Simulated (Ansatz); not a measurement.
# Lu3Si (P1) in Ansatz: convergence with k mesh

Aim: find how far k mesh must go before the results for Lu3Si settle, at PBE. This setting moves, with any that are tied to it; all else stays.

Program: Ansatz 0.2.0. These are calculated values, not measurements. Logs are shortened: lines on timing, memory, paths and dates and some standing lists are left out, and cuts for length are marked.

## Step 1: The cell of the first run

The typed cell holds 4 atoms: a = 5.849 Å, b = 5.849 Å, c = 5.849 Å, α = 135.93°, β = 135.93°, γ = 64.09°.

The cell comes from a database or a generator and needn't be the stable form of this composition.

The cell isn't the ideal one: atoms moved at random, drawn with an rms of 0.05 Å.

## Step 2: With k mesh 2 × 2 × 3

Input file input.yaml:

```yaml
crystal:
  lattice:
    - [-2.194567, 2.194567, 4.957723]
    - [2.194567, -2.194567, 4.957723]
    - [2.194567, 2.194567, -4.957723]
  atoms:
    - { symbol: Lu, position: [0.507189, 0.497109, 0.003872] }
    - { symbol: Lu, position: [0.249124, 0.758058, 0.50443] }
    - { symbol: Lu, position: [0.762837, 0.254434, 0.520195] }
    - { symbol: Si, position: [-0.00507, 0.001772, 0.003605] }
hamiltonian:
  xc: pbe
  pseudopotentials: { kind: nc, accuracy: standard }
kpoints:
  mp_grid: { grid: [2, 2, 3] }
scf:
  occupations: { method: methfessel_paxton, width: 0.1 }
output:
  forces: true
  stress: true
  eigenvalues: true
```

Potentials or basis: PseudoDojo standard (PBE files).

Command:

```sh
ansatz run input.yaml --threads 2 --pin off --max-ram 5632MiB --backend cpu --events-out ev --progress --plain --runs-dir out
```

Wall time 7.4 s (2 threads of Arm Neoverse V2, shared host); peak memory 0.67 GiB.

What came out:

| Quantity | Value |
| --- | --- |
| Free energy | -20237.9731 eV |
| Pressure | -1.0 GPa |
| Largest force | 0.632 eV/Å |
| Band gap on the k mesh | none (metal or under the smearing width) |

## Step 3: With k mesh 3 × 3 × 3

Changes to input.yaml since step 2:

```diff
@@ -14,3 +14,3 @@
 kpoints:
-  mp_grid: { grid: [2, 2, 3] }
+  mp_grid: { grid: [3, 3, 3] }
 scf:
```

Potentials or basis: PseudoDojo standard (PBE files).

Command:

```sh
ansatz run input.yaml --threads 2 --pin off --max-ram 5632MiB --backend cpu --events-out ev --progress --plain --runs-dir out
```

It took 16 s on 2 threads of Arm Neoverse V2, shared host; peak memory 0.74 GiB.

What came out:

| Item | Value |
| --- | --- |
| Free energy | -20237.7396 eV |
| Pressure | -1.2 GPa |
| Largest force | 0.473 eV/Å |
| Band gap on the k mesh | none (metal or under the smearing width) |

## Step 4: With k mesh 3 × 3 × 4

Changes to input.yaml since step 3:

```diff
@@ -14,3 +14,3 @@
 kpoints:
-  mp_grid: { grid: [3, 3, 3] }
+  mp_grid: { grid: [3, 3, 4] }
 scf:
```

Command:

```sh
ansatz run input.yaml --threads 2 --pin off --max-ram 5632MiB --backend cpu --events-out ev --progress --plain --runs-dir out
```

It took 19 s on 2 threads of Arm Neoverse V2, shared host; peak memory 0.79 GiB.

Results:

- Free energy: -20237.7964 eV
- Pressure: -0.9 GPa
- Largest force: 0.521 eV/Å
- Band gap on the k mesh: none (metal or under the smearing width)

## Step 5: With k mesh 4 × 4 × 5

Changes to input.yaml since step 4:

```diff
@@ -14,3 +14,3 @@
 kpoints:
-  mp_grid: { grid: [3, 3, 4] }
+  mp_grid: { grid: [4, 4, 5] }
 scf:
```

Command:

```sh
ansatz run input.yaml --threads 2 --pin off --max-ram 5632MiB --backend cpu --events-out ev --progress --plain --runs-dir out
```

It took 42 s on 2 threads of Arm Neoverse V2, shared host; peak memory 1 GiB.

Results:

```
Free energy            : -20237.7870 eV
Pressure               : -0.6 GPa
Largest force          : 0.494 eV/Å
Band gap on the k mesh : none (metal or under the smearing width)
```

## Step 6: With k mesh 5 × 5 × 6

Changes to input.yaml since step 5:

```diff
@@ -14,3 +14,3 @@
 kpoints:
-  mp_grid: { grid: [4, 4, 5] }
+  mp_grid: { grid: [5, 5, 6] }
 scf:
```

Potentials or basis: PseudoDojo standard (PBE files).

Command:

```sh
ansatz run input.yaml --threads 2 --pin off --max-ram 5632MiB --backend cpu --events-out ev --progress --plain --runs-dir out
```

It took 77 s on 2 threads of Arm Neoverse V2, shared host; peak memory 1.4 GiB.

Results (log left out):

| Item | Value |
| --- | --- |
| Free energy | -20237.7886 eV |
| Pressure | -0.6 GPa |
| Largest force | 0.477 eV/Å |
| Band gap on the k mesh | none (metal or under the smearing width) |

## Step 7: With k mesh 6 × 6 × 8

Changes to input.yaml since step 6:

```diff
@@ -14,3 +14,3 @@
 kpoints:
-  mp_grid: { grid: [5, 5, 6] }
+  mp_grid: { grid: [6, 6, 8] }
 scf:
```

Command:

```sh
ansatz run input.yaml --threads 2 --pin off --max-ram 5632MiB --backend cpu --events-out ev --progress --plain --runs-dir out
```

Run time: 2.5 min. Hardware: 2 threads of Arm Neoverse V2, shared host; peak memory 2.1 GiB.

Results (log left out):

```
Free energy            : -20237.7986 eV
Pressure               : -0.7 GPa
Largest force          : 0.497 eV/Å
Band gap on the k mesh : none (metal or under the smearing width)
```

## Step 8: With k mesh 8 × 8 × 10

Changes to input.yaml since step 7:

```diff
@@ -14,3 +14,3 @@
 kpoints:
-  mp_grid: { grid: [6, 6, 8] }
+  mp_grid: { grid: [8, 8, 10] }
 scf:
```

Command:

```sh
ansatz run input.yaml --threads 2 --pin off --max-ram 5632MiB --backend cpu --events-out ev --progress --plain --runs-dir out
```

It took 5.4 min on 2 threads of Arm Neoverse V2, shared host; peak memory 3.8 GiB.

Results (log left out):

| Item | Value |
| --- | --- |
| Free energy | -20237.7950 eV |
| Pressure | -0.7 GPa |
| Largest force | 0.491 eV/Å |
| Band gap on the k mesh | none (metal or under the smearing width) |

## Step 9: With k mesh 9 × 9 × 12

Changes to input.yaml since step 8:

```diff
@@ -14,3 +14,3 @@
 kpoints:
-  mp_grid: { grid: [8, 8, 10] }
+  mp_grid: { grid: [9, 9, 12] }
 scf:
```

Potentials or basis: PseudoDojo standard (PBE files).

Command:

```sh
ansatz run input.yaml --threads 2 --pin off --max-ram 5632MiB --backend cpu --events-out ev --progress --plain --runs-dir out
```

Log:

```text
Warning: RAYON_NUM_THREADS=2 ignored (pool sized by the plan → 2); use --threads N
Engine: ansatz 0.2.0, aarch64-unknown-linux-gnu
Pseudopotentials: kind: nc
Pseudopotential: Lu, nc, valence charge 25, recommended cutoff 1360.569312 eV (normal), Lu.nc.azcp (PseudoDojo's, or run here from an input of PseudoDojo's; its table is named by hamiltonian.pseudopotentials.accuracy)
Pseudopotential: Si, nc, valence charge 4, recommended cutoff 489.804952 eV (normal), Si.nc.azcp (PseudoDojo's, or run here from an input of PseudoDojo's; its table is named by hamiltonian.pseudopotentials.accuracy)
Functional definition: PBE
  parameter kappa = 0.804
  parameter beta = 0.06672455060314922
  exchange = pbe_x(kappa = kappa, mu = beta*pi^2/3)
  correlation = pbe_c(beta = beta)
Crystal: 4 atoms, lattice volume = 95.508 Å³
Basis set: ecut = 1360.569312 eV, 10937 PW (Γ), exchange–correlation on 144×144×144 points (8 copies of the dense FFT grid, shifted against one another)
Bands: 48, of which v1, the nominal top of the filled ones, is band 40 counted from 1 (39 counted from 0)
Symmetry: 1 space group operations
Space group: P1 (ITA 1), of the structure as read, at distance tolerance 4.6e-5 Å
k-points: 487 of 972 (time reversal used)
Non-local potential: Lu, projectors of the file, l = 0: 2, l = 1: 2, l = 2: 2, l = 3: 2
Non-local potential: Si, projectors of the file, l = 0: 2, l = 1: 2, l = 2: 2
Initial density: superposition of atomic densities (chi_scale 0.1, normalization cell, long waves kept (reshape's long-wave potential 0.00 eV rms))
Initial wavefunctions: pseudopotential atomic-orbital guess
Functional: x = pbe(κ = 0.804, μ = 0.2195149727645171), c = pbe(β = 0.06672455060314922)
SCF iter   1: F=—  HF=-20238.025875 eV  |F-HF|=—  |Δ(HF+E_count)|=         —  Δρ=2.83e-2  dr2=8.73e-1  ethr=3.10e-3  ⟨swp⟩=6.1  Hψ=79981  notcnv=0
preconditioner: auto → Kerker (q_TF=auto, 2.643 Å⁻¹)  [metal: Δε(μ)=0.004 eV  Ē_g=11.741 eV  σ=0.100 eV  W_gap=0.03  n_scr=32 (ndim 8)  ℏωp=32.5 eV  f_vac=0.000  D(μ)=2.90/eV (n_scr^D=14)]
SCF iter   2: F=—  HF=-20237.878373 eV  |F-HF|=—  |Δ(HF+E_count)|=   1.48e-1  S|Δr|=    0.00e0  Δρ=1.56e-2  dr2=3.54e-1  ethr=1.11e-3  ⟨swp⟩=3.0  Hψ=31478  notcnv=0  defer=1138
SCF iter   3: F=—  HF=-20237.804405 eV  |F-HF|=—  |Δ(HF+E_count)|=   7.40e-2  S|Δr|=    0.00e0  Δρ=6.47e-3  dr2=3.59e-2  ethr=4.49e-4  ⟨swp⟩=4.0  Hψ=45516  notcnv=0  defer=1138
SCF iter   4: F=—  HF=-20237.801355 eV  |F-HF|=—  |Δ(HF+E_count)|=   3.05e-3  S|Δr|=    0.00e0  Δρ=6.80e-3  dr2=2.55e-2  ethr=4.55e-5  ⟨swp⟩=2.1  Hψ=46559  notcnv=0  defer=1091
SCF iter   5: F=—  HF=-20237.795869 eV  |F-HF|=—  |Δ(HF+E_count)|=   5.49e-3  S|Δr|=    0.00e0  Δρ=1.11e-3  dr2=5.90e-4  ethr=3.23e-5  ⟨swp⟩=2.0  Hψ=34028  notcnv=0  defer=1091
SCF iter   6: F=—  HF=-20237.796004 eV  |F-HF|=—  |Δ(HF+E_count)|=   1.35e-4  S|Δr|=    0.00e0  Δρ=1.09e-3  dr2=4.50e-4  ethr=7.46e-7  ⟨swp⟩=3.0  Hψ=51305  notcnv=0  defer=1091
SCF iter   7: F=—  HF=-20237.795871 eV  |F-HF|=—  |Δ(HF+E_count)|=   1.32e-4  S|Δr|=    0.00e0  Δρ=3.01e-4  dr2=4.40e-5  ethr=5.70e-7  ⟨swp⟩=2.1  Hψ=37790  notcnv=0  defer=1091
SCF iter   8: F=—  HF=-20237.795452 eV  |F-HF|=—  |Δ(HF+E_count)|=   4.19e-4  S|Δr|=    0.00e0  Δρ=1.14e-4  dr2=8.37e-6  ethr=5.57e-8  ⟨swp⟩=2.0  Hψ=38048  notcnv=0  defer=1091
SCF iter   9: F=—  HF=-20237.795451 eV  |F-HF|=—  |Δ(HF+E_count)|=   1.63e-6  S|Δr|=    0.00e0  Δρ=2.22e-5  dr2=2.36e-7  ethr=1.06e-8  ⟨swp⟩=2.0  Hψ=38430  notcnv=0  defer=1091
SCF iter  10: F=-20237.795451 eV  HF=-20237.795451 eV  |F-HF|=4.26e-9  |Δ(HF+E_count)|=   6.81e-9  S|Δr|=    0.00e0  Δρ=5.03e-6  dr2=1.82e-8  ethr=1.27e-10  ⟨swp⟩=13.9  Hψ=125454  notcnv=0
SCF 1 converged in 10 iterations: F = -20237.795451 eV  dr2 = 1.82e-8
SCF converged after 10 iterations
Stability not checked: this state was not tested for a lower state beside it, because cold or Methfessel-Paxton smearing, or corrected tetrahedra, fill the levels in a way that the test cannot read (fill_not_monotonic; see scf.lower_state_search)
Free energy (F): -20237.795451 eV
Harris-Foulkes:  -20237.795451 eV  (|F-HF|=4.26e-9)
Internal energy: -20237.795661 eV  (E = F + TS)
E sigma→0 (E₀):  -20237.795503 eV
Entropy (-TS):   0.000210 eV (0.053 meV/atom)
Fermi energy:    15.071214 eV
--- Per-component energies (eV) ---
  E_band       = 133.170881
  E_kinetic    = 12587.758535
  E_local      = -20258.596663  (includes V_loc(G=0)·N_el)
  E_nonlocal   = -4395.981988
  E_hartree    = 7336.392089
  E_xc         = -3073.089680
  E_vxc        = -2472.782892  (∫ρ·V_xc dr)
  E_ewald      = -12434.277953
  E_smearing   = 0.000210  (= −TS)
  E_closure    = 0.000000  (closes the sum)
  Σ components = -20237.795451   (vs F -20237.795451, Δ=0.00e0)
--- Forces (eV/Å), atoms counted from 1 ---
  atom   1  Lu     0.17625992    -0.07615343    -0.08001918
  atom   2  Lu    -0.08449746     0.45678782    -0.00830697
  atom   3  Lu    -0.03618248    -0.48122696     0.02145766
  atom   4  Si    -0.05557605     0.10059588     0.06686441
  max |Σ_I F_I| component: 4.08e-6 eV/Å
--- Stress (GPa, compression-positive) ---
       -0.479984      -0.073061       0.025432
       -0.073061      -1.071275       0.640749
        0.025432       0.640749      -0.588781
  P = ⅓ Tr σ = -0.7133 GPa (-7.133 kbar)
--- Band table (eV; the first three rows and the last of 487) ---
  k-point 0: bands = ["-41.1918", "-41.1071", "-41.0509", "-12.1390", "-12.1289", "-12.0846", "-11.7592", "-11.7415", "-11.7166", "-11.5035", "-11.4879", "-11.4758", "6.4714", "10.1987", "10.2151", "10.2165", "10.2231", "10.2340", "10.2508", "10.2530", "10.2887", "10.2900", "10.2933", "10.2939", "10.2945", "10.3045", "10.3246", "10.3537", "10.3560", "10.3581", "10.3647", "10.3749", "10.3807", "10.3833", "11.7642", "12.6696", "13.7715", "13.7837", "14.6618", "14.8737", "15.2161", "15.9461", "16.5057", "16.5349", "18.1647", "18.2241", "19.1437", "19.1976"]
  k-point 1: bands = ["-41.1890", "-41.1097", "-41.0511", "-12.1575", "-12.0894", "-12.0604", "-11.7946", "-11.7510", "-11.6820", "-11.5385", "-11.4954", "-11.4801", "6.5872", "10.2015", "10.2126", "10.2201", "10.2242", "10.2366", "10.2460", "10.2566", "10.2842", "10.2858", "10.2903", "10.2933", "10.2968", "10.3004", "10.3182", "10.3527", "10.3551", "10.3616", "10.3682", "10.3752", "10.3797", "10.3824", "11.8574", "12.7244", "13.2999", "13.6748", "14.7876", "14.8662", "15.4566", "16.0965", "16.4438", "16.5982", "17.9950", "18.4829", "18.9355", "19.3326"]
  k-point 2: bands = ["-41.1811", "-41.1168", "-41.0516", "-12.1944", "-12.0144", "-11.9744", "-11.8499", "-11.7753", "-11.6522", "-11.6363", "-11.5040", "-11.4770", "6.9077", "10.2045", "10.2088", "10.2225", "10.2317", "10.2358", "10.2440", "10.2663", "10.2708", "10.2750", "10.2852", "10.2935", "10.2954", "10.3015", "10.3123", "10.3502", "10.3517", "10.3673", "10.3683", "10.3774", "10.3810", "10.3812", "11.7857", "12.8449", "12.9779", "13.4784", "14.8764", "15.0071", "15.2898", "16.0419", "16.6065", "17.2768", "17.6150", "18.7584", "18.9886", "19.1719"]
  k-point 486: bands = ["-41.1636", "-41.1321", "-41.0534", "-12.1907", "-12.0025", "-11.9251", "-11.8795", "-11.7422", "-11.7136", "-11.6129", "-11.5459", "-11.5094", "7.6292", "10.1910", "10.2048", "10.2249", "10.2425", "10.2517", "10.2525", "10.2631", "10.2665", "10.2729", "10.2884", "10.2905", "10.3026", "10.3039", "10.3060", "10.3494", "10.3532", "10.3613", "10.3681", "10.3755", "10.3789", "10.3898", "11.0985", "12.5414", "12.9355", "13.9405", "14.4282", "14.8939", "15.4971", "16.4423", "16.8281", "17.4210", "18.0840", "18.2928", "18.6047", "19.3315"]
```

It took 8.7 min on 2 threads of Arm Neoverse V2, shared host; peak memory 5.6 GiB.

What came out:

- Free energy: -20237.7955 eV
- Pressure: -0.7 GPa
- Largest force: 0.483 eV/Å
- Band gap on the k mesh: none (metal or under the smearing width)

## Step 10: Result

| k mesh | energy less the tightest run, at zero smearing (meV/atom) | pressure (GPa) | largest force (eV/Å) | SCF cycles | CPU time (s) | peak memory (GiB) |
| --- | --- | --- | --- | --- | --- | --- |
| 2 × 2 × 3 | -44.29 | -0.97 | 0.632 | 10 | 15 | 0.67 |
| 3 × 3 × 3 | 14.65 | -1.24 | 0.473 | 10 | 31 | 0.74 |
| 3 × 3 × 4 | -0.13 | -0.88 | 0.521 | 10 | 38 | 0.79 |
| 4 × 4 × 5 | 2.04 | -0.63 | 0.494 | 10 | 83 | 1 |
| 5 × 5 × 6 | 1.83 | -0.63 | 0.477 | 10 | 150 | 1.4 |
| 6 × 6 × 8 | -0.83 | -0.69 | 0.497 | 10 | 290 | 2.1 |
| 8 × 8 × 10 | 0.08 | -0.73 | 0.491 | 10 | 650 | 3.8 |
| 9 × 9 × 12 | 0.00 | -0.71 | 0.483 | 10 | 1000 | 5.6 |

Against the tightest run, the energy stays within 1 meV/atom from 6 × 6 × 8 on; the pressure stays within 0.1 GPa from 4 × 4 × 5 on. Not settled before the last step: the largest force (to 0.005 eV/Å). Meshes of other sizes hit other points, so gaps and Fermi surfaces needn't settle smoothly. The tightest run that finished is the yardstick and may itself not be fully converged.
